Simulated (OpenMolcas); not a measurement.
# Cu: CASSCF and CASPT2 terms and fine-structure levels

Which level of Cu lies lowest, and where do the others fall? The reference wave functions come first, then spin-orbit coupling, then second-order correlation under several settings.

Method: state-averaged CASSCF and CASPT2, spin-orbit coupling by RASSI with atomic mean-field integrals. Code: OpenMolcas 26.06.

## Step 1: The atom as given

| Property | Result |
| --- | --- |
| Species | Cu (copper, Z = 29, 29 electrons) |
| Basis | ANO-RCC-VDZP [5s4p2d1f], 34 functions |
| Scalar Hamiltonian | DKH2, point nucleus |
| Inactive shells | 1s 2s 2p 3s 3p |
| Active space | 11 electrons in 6 orbitals (3d 4s) |
| Some configurations of this space | 3d⁹ 4s², 3d¹⁰ 4s |
| Orbitals | optimised for the ground-state spin in each parity, averaged over the low roots |

Outer shells as boxes (Hund's rule):

3d9 4s2
```
3d [↑↓][↑↓][↑↓][↑↓][↑ ]
4s [↑↓]
```

3d10 4s
```
3d [↑↓][↑↓][↑↓][↑↓][↑↓]
4s [↑ ]
```

Each step is its own input file, run in one work folder so that later steps find the files of earlier ones. Labels, J, g values, rates, χT and fits are worked out afterwards by a script from the matrices that RASSI stores.

## Step 2: GATEWAY and SEWARD: basis and integrals

a.inp

```
&GATEWAY
Coord
1

Cu 0.0 0.0 0.0
Basis=ANO-RCC-VDZP
Group=XYZ
NoMove
AngMom=0.0 0.0 0.0
AMFI
&SEWARD
```

Run with:

```
OMP_NUM_THREADS=1 MOLCAS_MEM=1689 MOLCAS_PROJECT=a pymolcas a.inp > a.log
```

Log:

```text
Basis set label: CU.ANO-RCC...5S4P2D1F.

      Electronic valence basis set:
      ------------------
      Associated Effective Charge  29.000000 au
      Associated Actual Charge     29.000000 au
      Nuclear Model: Point charge

      Shell  nPrim  nBasis  Cartesian Spherical Contaminant
         s      21       5        X
         p      15       4        X
         d      10       2                 X
         f       6       1                 X
                  Relativistic Douglas-Kroll-Hess integrals:
                    - DKH order of Hamiltonian: 2
                    - DKH order of Properties : 0
                  Atomic mean-field integrals
```

## Step 3: Reference wave functions, doublets of even parity, 6 roots

a.inp

```
&RASSCF
FileOrb=start.orb
Symmetry=1
Spin=2
nActEl=11 0 0
Inactive=3 6
Ras2=6 0
CIRoot=6 6 1
SDav=6
CIMx=300
Iter=120 100
PrWF=0.3
OrbListing=Nothing
MaxOrb=0
Atom
>>> COPY $Project.JobIph JOB001
```

start.orb holds the contracted functions of the basis, ordered by shell, or the orbitals of the step before.

Log:

```text
Wave function specifications:
      -----------------------------

      Number of closed shell electrons          18
      Number of electrons in active shells      11
      Max number of holes in RAS1 space          0
      Max nr of electrons in RAS3 space          0
      Number of inactive orbitals                9
      Number of active orbitals                  6
      Number of secondary orbitals              19
      Spin quantum number                      0.5
      State symmetry                             1
Orbital specifications:
      -----------------------

      Symmetry species                           1   2
                                                ag  au
      Frozen orbitals                            0   0
      Inactive orbitals                          3   6
      Active orbitals                            6   0
      RAS1 orbitals                              0   0
      RAS2 orbitals                              6   0
      RAS3 orbitals                              0   0
      Secondary orbitals                         6  13
      Deleted orbitals                           0   0
      Number of basis functions                 15  19
      Number of CSFs                             6
      Number of root(s) required                 6
      Iter CI   SX   CI       RASSCF       Energy    max ROT     max BLB   max BLB  Level Ln srch  Step   QN
          iter iter root      energy       change     param      element    value   shift minimum  type update
 Nr of preliminary CI iterations:   1
      Total energies have been shifted. Add                -1000.00 au
        1   1    2    0  -653.09072366    0.00E+00   1.53E-08    6  10 2 -1.31E-07   0.06   0.00    SX    NO
        2   1    2    0  -653.09072366   -1.82E-12   1.63E-08    8  15 1 -5.33E-08   0.06   0.00    SX    NO
        3   1    2    0  -653.09072366    9.09E-13   1.27E-08    6  10 2 -5.62E-08   0.06   0.00    SX    NO
        4   1    2    0  -653.09072366   -1.82E-12   1.39E-08    8  15 1 -6.02E-08   0.06   0.00    SX    NO
      Convergence after  4 iterations
        5   1    2    0  -653.09072366    1.82E-12   1.39E-08    8  15 1  6.59E-08   0.06   0.00    SX    NO
      Natural orbitals and occupation numbers for root  1
      sym 1:   1.000000   2.000000   2.000000   2.000000   2.000000   2.000000
      Natural orbitals and occupation numbers for root  2
      sym 1:   2.000000   1.000000   2.000000   2.000000   2.000000   2.000000
      Natural orbitals and occupation numbers for root  3
      sym 1:   2.000000   2.000000   2.000000   1.000000   2.000000   2.000000
::    RASSCF root number  1 Total energy:  -1653.10343878
::    RASSCF root number  2 Total energy:  -1653.10343878
::    RASSCF root number  3 Total energy:  -1653.10343878
::    RASSCF root number  4 Total energy:  -1653.10343878
::    RASSCF root number  5 Total energy:  -1653.10343878
::    RASSCF root number  6 Total energy:  -1653.02714807
```

## Step 4: State interaction with spin-orbit coupling

a.inp

```
&RASSI
NrOfJobIphs=1 6
1 2 3 4 5 6
IphNames
JOB001
EJob
SpinOrbit
DIPRint=1.0
SOCoupling=1000.0
Subsets=2
MEES
Property=10
'ANGMOM' 1 'ANGMOM' 2 'ANGMOM' 3 'MLTPL  1' 1 'MLTPL  1' 2 'MLTPL  1' 3
'AMFI' 1 'AMFI' 2 'AMFI' 3 'MLTPL  2' 6
SOProperty=3
'ANGMOM' 1 'ANGMOM' 2 'ANGMOM' 3
```

Run with:

```
OMP_NUM_THREADS=1 MOLCAS_MEM=1689 MOLCAS_PROJECT=a pymolcas a.inp > a.log
```

Log:

```text
SPIN-FREE ENERGIES:
  (Shifted by EMIN (a.u.) =      -1653.1034387780)

 SF State       Relative EMIN(au)   Rel lowest level(eV)    D:o, cm**(-1)      L_eff

     1             0.0000000000        0.0000000000              0.0000         2.0
     2             0.0000000000        0.0000000000              0.0000         2.0
     3             0.0000000000        0.0000000000              0.0000         2.0
     4             0.0000000000        0.0000000000              0.0000         2.0
     5             0.0000000000        0.0000000000              0.0000         2.0
     6             0.0762907061        2.0759758708          16743.8746         0.0
     Dipole printing threshold changed to   1.00000000E+00
Eigenvalues of complex Hamiltonian:
   -----------------------------------
  (Shifted by EMIN (a.u.) =      -1653.1034387780)

 SO State       Relative EMIN(au)   Rel lowest level(eV)    D:o, cm**(-1)     J-value

     1            -0.0036945794        0.0000000000              0.0000         2.1
     2            -0.0036945794        0.0000000000              0.0000         2.1
     3            -0.0036945794        0.0000000000              0.0000         2.2
     4            -0.0036945794        0.0000000000              0.0000         1.7
     5            -0.0036945794        0.0000000000              0.0000         1.6
     6            -0.0036945794        0.0000000000              0.0000         2.1
     7             0.0055418690        0.2513365651           2027.1661         1.3
     8             0.0055418690        0.2513365651           2027.1661         1.1
     9             0.0055418690        0.2513365651           2027.1661         1.1
    10             0.0055418690        0.2513365651           2027.1661         1.2
    11             0.0762907061        2.1765104968          17554.7410         0.4
    12             0.0762907061        2.1765104968          17554.7410         0.4
Weights of the five most important spin-orbit-free states for each spin-orbit state.

 SO State  Total energy (au)           Spin-free states, spin, and weights
 -------------------------------------------------------------------------------------------------------
    1        -0.003695       5 0.5  0.5837    1 0.5  0.1388    3 0.5  0.1254    2 0.5  0.1083    4 0.5  0.0438
    2        -0.003695       2 0.5  0.4046    1 0.5  0.3242    3 0.5  0.2539    5 0.5  0.0102    4 0.5  0.0072
    3        -0.003695       5 0.5  0.5843    3 0.5  0.1745    2 0.5  0.1362    1 0.5  0.0851    4 0.5  0.0199
    4        -0.003695       4 0.5  0.5624    3 0.5  0.1883    1 0.5  0.1363    2 0.5  0.1042    5 0.5  0.0089
    5        -0.003695       4 0.5  0.5666    3 0.5  0.1957    1 0.5  0.1199    2 0.5  0.1054    5 0.5  0.0124
    6        -0.003695       1 0.5  0.3958    2 0.5  0.3414    3 0.5  0.2622    5 0.5  0.0005    4 0.5  0.0001
    7         0.005542       3 0.5  0.3694    5 0.5  0.2675    4 0.5  0.1853    2 0.5  0.1246    1 0.5  0.0533
    8         0.005542       5 0.5  0.3405    3 0.5  0.2424    4 0.5  0.1775    1 0.5  0.1261    2 0.5  0.1135
    9         0.005542       1 0.5  0.3354    2 0.5  0.3189    5 0.5  0.1705    4 0.5  0.1643    3 0.5  0.0109
   10         0.005542       1 0.5  0.2852    4 0.5  0.2728    2 0.5  0.2431    3 0.5  0.1773    5 0.5  0.0216
   11         0.076291       6 0.5  1.0000    5 0.5  0.0000    4 0.5  0.0000    3 0.5  0.0000    2 0.5  0.0000
   12         0.076291       6 0.5  1.0000    5 0.5  0.0000    4 0.5  0.0000    3 0.5  0.0000    2 0.5  0.0000
```

Time for these steps: 7.3 s (1 thread of Intel Xeon Platinum 8375C at 2.90GHz (Ice Lake), shared host).

The roots that group into whole terms:

| configuration | term | E (eV) |
| --- | --- | --- |
| 3d⁹ 4s² | ²D | 0.0000 |
| 3d¹⁰ 4s | ²S | 2.0760 |

Fine-structure levels, from the RASSI matrices grouped by J:

```
Configuration  Term    J  E (eV)  Leading %
      3d⁹ 4s²    ²D  5/2  0.0000        100
      3d⁹ 4s²    ²D  3/2  0.2513        100
      3d¹⁰ 4s    ²S  1/2  2.1765        100
```

Orbitals of the lowest block:

```csv
shell,space,energy (hartree),mean occupation,⟨r²⟩ (bohr²)
1s,inactive,-332.6600,2.000,0.00362
2s,inactive,-41.8829,2.000,0.0646
2p,inactive,-36.0244,6.000,0.0521
3s,inactive,-5.3846,2.000,0.589
3p,inactive,-3.5775,6.000,0.660
3d,RAS2,,9.167,1.23
4s,RAS2,,1.833,9.87
```

## Step 5: CASPT2: IPEA 0.25, imaginary shift 0.1 (closed shells correlated: 3s 3p)

a.inp

```
>>> COPY JOB001 $Project.JobIph
&CASPT2
Multistate=6 1 2 3 4 5 6
Frozen=2 3
IPEA=0.25
Imaginary=0.1
MaxIter=60
WThr=0.0 0.3 0.05
PrWF=0.5
NoMix
```

Log:

```text
Orbital specifications:
      -----------------------

      Symmetry species                           1   2
                                                ag  au
      Frozen orbitals                            2   3
      Inactive orbitals                          1   3
      Active orbitals                            6   0
      Secondary orbitals                         6  13
      Deleted orbitals                           0   0
      Number of basis functions                 15  19
Type of calculation                        MS-CASPT2
      Fock operator                              state-specific
      IPEA shift                                 0.25
      Real shift                                 0.00
      Imaginary shift                            0.10
      The input orbitals will be transformed to quasi-canonical
Reference energy:       -1653.1034387780
      E2 (Non-variational):      -0.5950230854
      Shift correction:          -0.0004119330
      E2 (Variational):          -0.5954350184
      Total energy:           -1653.6988737964
      Residual norm:              0.0000006759
      Reference weight:           0.90353
      Contributions to the CASPT2 correlation energy
      Active & Virtual Only:         -0.3659296775
      One Inactive Excited:          -0.1799229096
      Two Inactive Excited:          -0.0491704983
Reference energy:       -1653.1034387780
      E2 (Non-variational):      -0.5950257882
      Shift correction:          -0.0004119532
      E2 (Variational):          -0.5954377414
      Total energy:           -1653.6988765195
      Residual norm:              0.0000006698
      Reference weight:           0.90353
      Contributions to the CASPT2 correlation energy
      Active & Virtual Only:         -0.3659316364
      One Inactive Excited:          -0.1799236079
      Two Inactive Excited:          -0.0491705440
::    CASPT2 Root  1     Total energy:  -1653.69887380
::    CASPT2 Root  2     Total energy:  -1653.69887652
::    CASPT2 Root  3     Total energy:  -1653.69887596
::    CASPT2 Root  4     Total energy:  -1653.69887291
::    CASPT2 Root  5     Total energy:  -1653.69888216
::    CASPT2 Root  6     Total energy:  -1653.76998063
::    MS-CASPT2 Root  1     Total energy:  -1653.76998114
::    MS-CASPT2 Root  2     Total energy:  -1653.69888231
::    MS-CASPT2 Root  3     Total energy:  -1653.69887761
::    MS-CASPT2 Root  4     Total energy:  -1653.69887523
::    MS-CASPT2 Root  5     Total energy:  -1653.69887328
::    MS-CASPT2 Root  6     Total energy:  -1653.69887240
```

Time for this run: 1 s (1 thread of Intel Xeon Platinum 8375C at 2.90GHz (Ice Lake), shared host).

SS-CASPT2: lowest energy less the reference's lowest, -0.6665 hartree; reference weights 0.851 to 0.904. These are the single-state energies of the run (the lines without MS-).

Levels with spin-orbit coupling, from the RASSI matrix with the averaged CASPT2 term energies on its diagonal:

```json
{"Configuration": "3d¹⁰ 4s", "Term": "²S", "J": "1/2", "E (eV)": "0.0000", "Leading %": "100"}
{"Configuration": "3d⁹ 4s²", "Term": "²D", "J": "5/2", "E (eV)": "1.834", "Leading %": "100"}
{"Configuration": "3d⁹ 4s²", "Term": "²D", "J": "3/2", "E (eV)": "2.086", "Leading %": "100"}
```

The strongest lines between these levels (SS-CASPT2 energies, vacuum wavelengths; moments from the reference wave functions; branching within the model space):

| upper | lower | type | λ (nm) | A (s-1) | branching % |
| --- | --- | --- | --- | --- | --- |
| 3d⁹ 4s² ²D_3/2 | 3d¹⁰ 4s ²S_1/2 | E2 | 594.5 | 1.30e-01 | 48.9 |
| 3d⁹ 4s² ²D_5/2 | 3d¹⁰ 4s ²S_1/2 | E2 | 675.9 | 6.82e-02 | 100.0 |
| 3d⁹ 4s² ²D_3/2 | 3d⁹ 4s² ²D_5/2 | M1 | 4933 | 1.35e-01 | 51.1 |

## Step 6: CASPT2: IPEA 0, imaginary shift 0.1 (closed shells correlated: 2s 2p 3s 3p)

Changes to a.inp since step 5:

```diff
@@ -3,4 +3,4 @@
 Multistate=6 1 2 3 4 5 6
-Frozen=2 3
-IPEA=0.25
+Frozen=1 0
+IPEA=0.0
 Imaginary=0.1
```

Log:

```text
Orbital specifications:
      -----------------------

      Symmetry species                           1   2
                                                ag  au
      Frozen orbitals                            1   0
      Inactive orbitals                          2   6
      Active orbitals                            6   0
      Secondary orbitals                         6  13
      Deleted orbitals                           0   0
      Number of basis functions                 15  19
Type of calculation                        MS-CASPT2
      Fock operator                              state-specific
      IPEA shift                                 0.00
      Real shift                                 0.00
      Imaginary shift                            0.10
      The input orbitals will be transformed to quasi-canonical
Reference energy:       -1653.1034387780
      E2 (Non-variational):      -0.6151386409
      Shift correction:          -0.0004232014
      E2 (Variational):          -0.6155618422
      Total energy:           -1653.7190006203
      Residual norm:              0.0000007657
      Reference weight:           0.90216
      Contributions to the CASPT2 correlation energy
      Active & Virtual Only:         -0.3678287078
      One Inactive Excited:          -0.1885648781
      Two Inactive Excited:          -0.0587450549
Reference energy:       -1653.1034387780
      E2 (Non-variational):      -0.6151410260
      Shift correction:          -0.0004232155
      E2 (Variational):          -0.6155642414
      Total energy:           -1653.7190030195
      Residual norm:              0.0000007595
      Reference weight:           0.90216
      Contributions to the CASPT2 correlation energy
      Active & Virtual Only:         -0.3678305131
      One Inactive Excited:          -0.1885654236
      Two Inactive Excited:          -0.0587450893
::    CASPT2 Root  1     Total energy:  -1653.71900062
::    CASPT2 Root  2     Total energy:  -1653.71900302
::    CASPT2 Root  3     Total energy:  -1653.71900253
::    CASPT2 Root  4     Total energy:  -1653.71899985
::    CASPT2 Root  5     Total energy:  -1653.71900350
::    CASPT2 Root  6     Total energy:  -1653.79654411
::    MS-CASPT2 Root  1     Total energy:  -1653.79654435
::    MS-CASPT2 Root  2     Total energy:  -1653.71900444
::    MS-CASPT2 Root  3     Total energy:  -1653.71900400
::    MS-CASPT2 Root  4     Total energy:  -1653.71900143
::    MS-CASPT2 Root  5     Total energy:  -1653.71900018
::    MS-CASPT2 Root  6     Total energy:  -1653.71899921
```

This run: 1.3 s of run time, 1 thread of Intel Xeon Platinum 8375C at 2.90GHz (Ice Lake), shared host.

SS-CASPT2: lowest energy less the reference's lowest, -0.6931 hartree; reference weights 0.803 to 0.902, a spread that points to intruder states, a small active space or orbitals unfit for some roots. These are the single-state energies of the run (the lines without MS-).

Spin-free terms, from the roots grouped by L:

| configuration | term | E (eV) | spread (cm-1) |
| --- | --- | --- | --- |
| 3d¹⁰ 4s | ²S | 0.0000 | 0 |
| 3d⁹ 4s² | ²D | 2.110 | 1 |

Fine-structure levels, from the RASSI matrix with the averaged CASPT2 term energies on its diagonal:

```json
{"Configuration": "3d¹⁰ 4s", "Term": "²S", "J": "1/2", "E (eV)": "0.0000", "g": "2.002", "Leading %": "100"}
{"Configuration": "3d⁹ 4s²", "Term": "²D", "J": "5/2", "E (eV)": "2.009", "g": "1.200", "Leading %": "100"}
{"Configuration": "3d⁹ 4s²", "Term": "²D", "J": "3/2", "E (eV)": "2.261", "g": "0.800", "Leading %": "100"}
```

## Step 7: The methods side by side

A. CASSCF
B. SS-CASPT2, IPEA 0.25, imaginary shift 0.1 (closed shells correlated: 3s 3p)
C. SS-CASPT2, IPEA 0, imaginary shift 0.1 (closed shells correlated: 2s 2p 3s 3p)

Energies in eV above each method's lowest level; measured values from NIST Handbook of Basic Atomic Spectroscopic Data.

```
         level       A       B       C  measured
3d⁹ 4s² ²D_5/2  0.0000   1.834   2.009    1.3889
3d⁹ 4s² ²D_3/2  0.2513   2.086   2.261    1.6422
3d¹⁰ 4s ²S_1/2  2.1765  0.0000  0.0000    0.0000
```

Mean absolute deviation from the 2 measured excited levels that all methods hold, each method counted from the level that is the measured ground level: A 29000 cm⁻¹, B 3600 cm⁻¹, C 5000 cm⁻¹.

## Step 8: Outcome

| quantity | value |
| --- | --- |
| method | SS-CASPT2, IPEA 0.25, imaginary shift 0.1 (closed shells correlated: 3s 3p) |
| lowest level | 3d¹⁰ 4s ²S_1/2, 100 % of that term, g = 2.002 |
| ground level listed by NIST | 2S1/2 |
| first excited level | 3d⁹ 4s² ²D_5/2 at 1.834 eV |
| strongest of the lines computed, by gA (one parity, so forbidden lines), at SS-CASPT2 energies | 3d⁹ 4s² ²D_3/2 → 3d⁹ 4s² ²D_5/2, 4933 nm, A = 1.35e-01 s⁻¹ |

Cost and accuracy by method:

```
                                                 method  time of its own steps  time with the reference  mean absolute difference from the measured levels (cm-1)
                                              A. CASSCF                  7.3 s                    7.3 s                                                     29000
   B. SS-CASPT2, IPEA 0.25, imaginary shift 0.1, +3s 3p                    1 s                    8.3 s                                                      3600
C. SS-CASPT2, IPEA 0, imaginary shift 0.1, +2s 2p 3s 3p                  1.3 s                    8.6 s                                                      5000
```

Times are of one thread on a shared host.

What this shows: Method B lies closest to the measured levels (3600 cm⁻¹ on average) and A farthest (29000). Only the configurations of the active space and the roots asked for are present. Configurations with different d counts are hard to place against each other, and can be off by thousands to tens of thousands of cm-1. Only valence configurations of the active space appear, up to the ionisation limit; * or ° marks odd parity.
